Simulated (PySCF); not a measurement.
# CH12Ge4O4: the cost of one run

Computed with PySCF 2.14.0; each step states its level. No surroundings beyond the atoms listed, unless a continuum is named. Atoms count from 0, parts from 1.

## Step 1: Starting point

Each species was relaxed by itself at GFN2-xTB.

## Step 2: Energies of the species: PBE0-D3(BJ)/def2-SVP

What the job is given:

```
{"job": {"kind": "react", "xc": "PBE0", "basis": "def2-SVP", "disp": "d3bj"}, "charge": 0, "multiplicity": 1}
-1 CH12Ge4O4 charge 0 multiplicity 1
C      0.044650     2.648950     2.234590
O      0.837500     2.098560     1.188990
Ge     0.468830     0.670750     0.317200
O      0.300660    -0.658850     1.403630
Ge    -0.430590    -2.241790     1.374730
O      1.785170     0.431020    -0.737190
Ge     2.094550    -0.615010    -2.102190
O     -1.010730     0.860140    -0.550670
Ge    -1.925020    -0.113780    -1.669960
H     -0.936910     2.949920     1.865110
H     -0.081060     1.935840     3.050980
H      0.586790     3.524770     2.592360
H     -1.897280    -2.095480     1.060470
H     -0.169300    -2.704820     2.773160
H      0.260610    -3.086540     0.334410
H      2.022020    -2.052520    -1.650700
H      1.068140    -0.342450    -3.173270
H      3.476830    -0.188840    -2.478270
H     -1.329460    -1.499620    -1.779300
H     -3.304240    -0.141970    -1.076490
H     -1.861170     0.621700    -2.977600

-1 H4Si charge 0 multiplicity 1
Si     0.000140    -0.000030     0.000090
H     -1.253860     0.455390     0.594790
H      1.111780     0.759630     0.566450
H     -0.043990     0.205660    -1.445620
H      0.185920    -1.420660     0.284290

+1 Ge4H12O3Si charge 0 multiplicity 1
Si    -1.000750     2.293150     2.276190
Ge    -0.309190     0.707310     0.704000
O     -1.665920     0.067340    -0.231010
Ge    -1.948530    -0.968760    -1.592830
O      0.484980    -0.675020     1.468260
Ge     1.118860    -2.230000     1.033890
O      0.840090     1.384980    -0.455470
Ge     1.850720     0.859310    -1.763630
H     -2.063270     1.729570     3.114060
H      0.131400     2.674590     3.125140
H     -1.509390     3.483600     1.588440
H     -0.987630    -2.132840    -1.588440
H     -3.365780    -1.411800    -1.378840
H     -1.792600    -0.145640    -2.842740
H      2.072280    -2.519850     2.155740
H     -0.025820    -3.206160     0.994020
H      1.820600    -2.165710    -0.300410
H      2.028970     2.114180    -2.566600
H      3.147750     0.369360    -1.178500
H      1.173230    -0.227600    -2.561300

+1 CH4O charge 0 multiplicity 1
C     -0.359320    -0.006750    -0.051430
O      0.959340    -0.495450    -0.055880
H     -0.467760     0.872420    -0.695780
H     -0.693260     0.249350     0.959900
H     -0.987390    -0.807140    -0.437970
H      1.548380     0.187580     0.281170
```

Method: PBE0-D3(BJ)/def2-SVP reaction energy of separated species, gas phase.

On the command line:

```bash
OMP_NUM_THREADS=1 python cluster_run.py task.json out
```

One launch serves the whole session: the jobs run in the order shown.

**Question.** How long does this first job take on 1 thread of Arm Neoverse V1, shared host, and how much memory does it need?

About 87 s, with a peak of 1.3 GiB.
